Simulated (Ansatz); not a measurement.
**Cl4HOTa: how energies converge with the basis set**

An exercise on one series of results from a longer session: the logs are not shown, and one member is left open.

Computed with Ansatz 0.2.0, Gaussian basis. Level: one geometry, several basis sets.

Plan: PBE0-D4/def2-SVP; ωB97M-V/def2-SVP; PBE0-D4/def2-QZVPP; ωB97M-V/def2-QZVPP; the functionals' def2-TZVPP values are taken from earlier runs.

**The geometry**

An earlier PBE0-D4 in a triple-zeta def2 set relaxation fixed the geometry. Ta takes the def2 core potential; no spin-orbit term is included.

SMILES `[OH][Ta]([Cl])([Cl])([Cl])[Cl]`, 7 atoms, charge 0, spin multiplicity 1.

Atoms are counted from 1 here; the program's logs count them from 0.

Bond lengths: O1–Ta2 1.857 Å, O1–H7 0.955 Å, Ta2–Cl3 2.290 Å, Ta2–Cl4 2.291 Å, Ta2–Cl5 2.335 Å, Ta2–Cl6 2.290 Å. Angles: Ta2–O1–H7 179.5°, O1–Ta2–Cl3 90.7°, O1–Ta2–Cl4 90.6°, O1–Ta2–Cl5 179.9°, O1–Ta2–Cl6 90.8°, Cl3–Ta2–Cl4 120.1°, Cl3–Ta2–Cl5 89.3°, Cl3–Ta2–Cl6 119.9°, Cl4–Ta2–Cl5 89.3°, Cl4–Ta2–Cl6 120.0°, Cl5–Ta2–Cl6 89.4°.

Set-up of the first run:

in.yaml

```yaml
crystal:
  periodic: [false, false, false]
  atoms:
    - {symbol: O, position_ang: [0.209338, -1.317573, 0.772983]}
    - {symbol: Ta, position_ang: [-0.032495, 0.265389, -0.168166]}
    - {symbol: Cl, position_ang: [2.081366, 0.105197, -1.034872]}
    - {symbol: Cl, position_ang: [-1.806333, -0.646055, -1.294755]}
    - {symbol: Cl, position_ang: [-0.337676, 2.252754, -1.355605]}
    - {symbol: Cl, position_ang: [-0.383147, 1.408255, 1.784827]}
    - {symbol: H, position_ang: [0.330246, -2.135966, 1.249987]}
basis:
  gaussian: {orbitals: def2-SVP}
hamiltonian: {xc: pbe0, dispersion: d4}
output: {orbitals: {seedname: orbitals}}
```

The run is started by

```
> ansatz run in.yaml --threads 4 --pin off --events-out ev --progress --plain --max-ram 11315MiB
```

Steps of the session up to this table: PBE0-D4 in def2-SVP; ωB97M-V in def2-SVP; PBE0-D4 in def2-QZVPP; ωB97M-V in def2-QZVPP.

One of the session's tables, all rows but one given; the rest of the session is left out.

It belongs to the step «Functionals by basis». 

| functional | basis | HOMO (eV) | LUMO (eV) |
| --- | --- | --- | --- |
| PBE0-D4 | def2-SVP | -8.80 | -2.74 |
| PBE0-D4 | def2-TZVPP | ? | ? |
| PBE0-D4 | def2-QZVPP | -8.85 | -2.80 |
| ωB97M-V | def2-SVP | -10.95 | -0.65 |
| ωB97M-V | def2-TZVPP | -11.02 | -0.73 |
| ωB97M-V | def2-QZVPP | -11.06 | -0.80 |

**Question.** Estimate the row for PBE0-D4, def2-TZVPP.

**Answer.** HOMO (eV): -8.82; LUMO (eV): -2.75. In the column «HOMO (eV)» it lies between PBE0-D4, def2-QZVPP (-8.85) and PBE0-D4, def2-SVP (-8.80).
